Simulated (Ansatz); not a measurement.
# C2H6FGaO: basis-set convergence

Aim: see how fast density functionals converge with the basis set for C2H6FGaO.

Method: one geometry, several basis sets; program: Ansatz 0.2.0, Gaussian basis.

Plan: PBE0-D4/def2-SVP; ωB97M-V/def2-SVP; PBE0-D4/def2-QZVPP; ωB97M-V/def2-QZVPP; the functionals' def2-TZVPP values are taken from earlier runs.

## 1. The geometry

The geometry comes from an earlier relaxation with PBE0-D4 in a triple-zeta def2 set; it is a stationary point, not always the lowest conformer.

SMILES `C[O][Ga]([CH3])[F]`, 11 atoms, charge 0, spin multiplicity 1.

Atoms are counted from 1 here; the program's logs count them from 0.

Bond lengths: C1–O2 1.404 Å, C1–H6 1.095 Å, C1–H7 1.099 Å, C1–H8 1.095 Å, O2–Ga3 1.773 Å, Ga3–C4 1.944 Å, Ga3–F5 1.753 Å, C4–H9 1.092 Å, C4–H10 1.090 Å, C4–H11 1.090 Å. Angles: O2–C1–H6 109.8°, O2–C1–H7 113.7°, O2–C1–H8 110.0°, H6–C1–H7 107.6°, H6–C1–H8 108.0°, H7–C1–H8 107.6°, C1–O2–Ga3 123.4°, O2–Ga3–C4 128.7°, O2–Ga3–F5 110.2°, C4–Ga3–F5 121.1°, Ga3–C4–H9 109.5°, Ga3–C4–H10 109.6°, Ga3–C4–H11 111.2°, H9–C4–H10 108.3°, H9–C4–H11 108.6°, H10–C4–H11 109.5°.

## 2. PBE0-D4 in def2-SVP

Input file in.yaml:

```yaml
crystal:
  periodic: [false, false, false]
  atoms:
    - {symbol: C, position_ang: [0.005335, -0.116760, 1.965637]}
    - {symbol: O, position_ang: [0.528559, 0.895824, 1.145922]}
    - {symbol: Ga, position_ang: [0.453252, 0.855675, -0.624612]}
    - {symbol: C, position_ang: [-0.310735, -0.509743, -1.778236]}
    - {symbol: F, position_ang: [1.192029, 2.297072, -1.293828]}
    - {symbol: H, position_ang: [0.794211, -0.515237, 2.612488]}
    - {symbol: H, position_ang: [-0.423872, -0.959670, 1.406025]}
    - {symbol: H, position_ang: [-0.783513, 0.291000, 2.607035]}
    - {symbol: H, position_ang: [-1.334184, -0.235407, -2.040675]}
    - {symbol: H, position_ang: [0.271699, -0.579770, -2.696944]}
    - {symbol: H, position_ang: [-0.327281, -1.480085, -1.282211]}
basis:
  gaussian: {orbitals: def2-SVP}
hamiltonian: {xc: pbe0, dispersion: d4}
output: {orbitals: {seedname: orbitals}}
```

Launch:

```
ansatz run in.yaml --threads 2 --pin off --events-out ev --progress --plain --max-ram 22528MiB --backend cpu
```

The runs that follow: ωB97M-V in def2-SVP; PBE0-D4 in def2-QZVPP; ωB97M-V in def2-QZVPP.

Q: Predict the results of all the runs planned. Wanted: PBE0-D4: double and triple zeta above quadruple; ωB97M-V: double and triple zeta above quadruple.

**Answer**, as computed:

| quantity | value |
| --- | --- |
| PBE0-D4: double and triple zeta above quadruple | 16.67, 1.60 eV |
| ωB97M-V: double and triple zeta above quadruple | 16.86, 1.55 eV |

What this shows: PBE0-D4 gains 15.07 eV from double to triple zeta, then 1.60 eV more. These are total energies; as a rule much of such shifts cancels in differences, which this series doesn't test. The LUMO of ωB97M-V is positive and keeps falling with the basis (1.51 to 0.78 eV): an unbound level that the basis holds in place.
